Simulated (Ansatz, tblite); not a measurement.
**Trans-NiH2(PF3)2 (F₆H₂NiP₂): one state, many levels**

Aim: run the singlet of trans-NiH2(PF3)2 (F₆H₂NiP₂) at one geometry on many levels, and compare frontier levels, spin and run time.

The runs use Ansatz 0.2.0, Gaussian basis; as each input shows.

Levels to be run: GFN1-xTB, GFN2-xTB, PBE-D4/def2-TZVP, r2SCAN-D4/def2-TZVP, HF/def2-TZVP, CAM-B3LYP-D4/def2-TZVP, BHLYP-D4/def2-TZVP, PBE-D4/def2-SVP, PBE0-D4/def2-SVP, HF/STO-3G, MP2/def2-TZVP, RPA/def2-TZVP.

2 further runs of the same task are left out: 2 set aside as unsound or not needed. Runs told in other sessions of the task aren't counted.

## 1. The geometry

The geometry is that of the singlet, from an earlier relaxation (B3LYP-D4/def2-SVP).

11 atoms, charge 0, spin multiplicity 1.

Bond lengths: F1–P8 1.585 Å, F2–P8 1.588 Å, F3–P8 1.585 Å, F4–P9 1.585 Å, F5–P9 1.588 Å, F6–P9 1.585 Å, Ni7–P8 2.062 Å, Ni7–P9 2.062 Å, Ni7–H10 1.501 Å, Ni7–H11 1.501 Å. Angles: P8–Ni7–P9 179.2°, P8–Ni7–H10 84.3°, P8–Ni7–H11 95.8°, P9–Ni7–H10 96.0°, P9–Ni7–H11 83.9°, H10–Ni7–H11 179.9°, F1–P8–F2 97.9°, F1–P8–F3 99.7°, F1–P8–Ni7 116.4°, F2–P8–F3 97.5°, F2–P8–Ni7 123.3°, F3–P8–Ni7 117.5°, F4–P9–F5 97.7°, F4–P9–F6 99.7°, F4–P9–Ni7 116.9°, F5–P9–F6 97.7°, F5–P9–Ni7 123.5°, F6–P9–Ni7 116.9°.

Coordinates:

```
F     0.2119    2.7721    1.3830
F    -1.2746    2.9151   -0.4859
F     1.0761    2.8099   -0.8805
F    -1.0261   -2.7734    0.9628
F     1.2928   -2.9263    0.4118
F    -0.3120   -2.7962   -1.3529
Ni    0.0104    0.0000   -0.0125
P    -0.0211    2.0622   -0.0149
P     0.0228   -2.0619    0.0112
H     1.4342    0.1715    0.4291
H    -1.4143   -0.1730   -0.4514
```

No spin-orbit coupling is included.

PBE0-D4/def2-TZVP was run before; its log isn't repeated, and its numbers join the tables.

## 2. GFN1-xTB

Tight binding, by tblite at 300 K electronic temperature and without a spin-polarisation term:

```python
tblite.interface.Calculator('GFN1-xTB', numbers, positions, charge=0, uhf=0).singlepoint()
```

Energy -1130.9964 eV, HOMO -11.93 eV, LUMO -9.14 eV; 0.011 s.

## 3. GFN2-xTB

Tight binding, by tblite at 300 K electronic temperature and without a spin-polarisation term:

```python
tblite.interface.Calculator('GFN2-xTB', numbers, positions, charge=0, uhf=0).singlepoint()
```

Energy -1076.5707 eV, HOMO -11.02 eV, LUMO -7.44 eV; 0.006 s.

## 4. PBE-D4/def2-TZVP

start.molden holds the orbitals of an earlier run on this state, given as this run's starting guess.

in.yaml

```yaml
crystal:
  periodic: [false, false, false]
  atoms:
    - {symbol: F, position_ang: [0.211923, 2.772093, 1.383008]}
    - {symbol: F, position_ang: [-1.274573, 2.915146, -0.485895]}
    - {symbol: F, position_ang: [1.076064, 2.809921, -0.880540]}
    - {symbol: F, position_ang: [-1.026081, -2.773410, 0.962832]}
    - {symbol: F, position_ang: [1.292838, -2.926335, 0.411769]}
    - {symbol: F, position_ang: [-0.312037, -2.796201, -1.352874]}
    - {symbol: Ni, position_ang: [0.010379, -0.000007, -0.012458]}
    - {symbol: P, position_ang: [-0.021109, 2.062223, -0.014874]}
    - {symbol: P, position_ang: [0.022767, -2.061922, 0.011242]}
    - {symbol: H, position_ang: [1.434170, 0.171470, 0.429150]}
    - {symbol: H, position_ang: [-1.414340, -0.172978, -0.451370]}
basis:
  gaussian: {orbitals: def2-TZVP, initial_orbitals: start.molden}
hamiltonian: {xc: pbe, dispersion: d4}
scf: {omitted_lower_state_checks: [starts]}
output: {forces: true, orbitals: {seedname: orbitals}}
```

On the command line:

```sh
> ansatz run in.yaml --threads 4 --pin off --events-out ev --progress --plain --max-ram 4787MiB
```

The runs that follow: r2SCAN-D4/def2-TZVP; HF/def2-TZVP; CAM-B3LYP-D4/def2-TZVP; BHLYP-D4/def2-TZVP; PBE-D4/def2-SVP; PBE0-D4/def2-SVP; HF/STO-3G; MP2/def2-TZVP; RPA/def2-TZVP.

Q: Predict the results of all the runs planned. Wanted: gap in def2-TZVP, named functionals and Hartree-Fock, smallest and largest; correlation energy, MP2/def2-TZVP; binding an atom, functionals in def2-TZVP; PBE0 total energy, smallest basis above largest.

The runs gave:

| quantity | value |
| --- | --- |
| gap in def2-TZVP, named functionals and Hartree-Fock, smallest and largest | 2.97 eV (PBE-D4), 12.16 eV (HF) |
| correlation energy, MP2/def2-TZVP | -70.34 eV |
| binding an atom, functionals in def2-TZVP | 3.20 (BHLYP-D4) to 3.76 eV (PBE-D4) |
| PBE0 total energy, smallest basis above largest | 34.48 eV (def2-SVP, def2-TZVP) |

Over the named functionals and Hartree-Fock in def2-TZVP the gap runs from 2.97 eV (PBE-D4) to 12.16 eV (HF); exact exchange widens it.
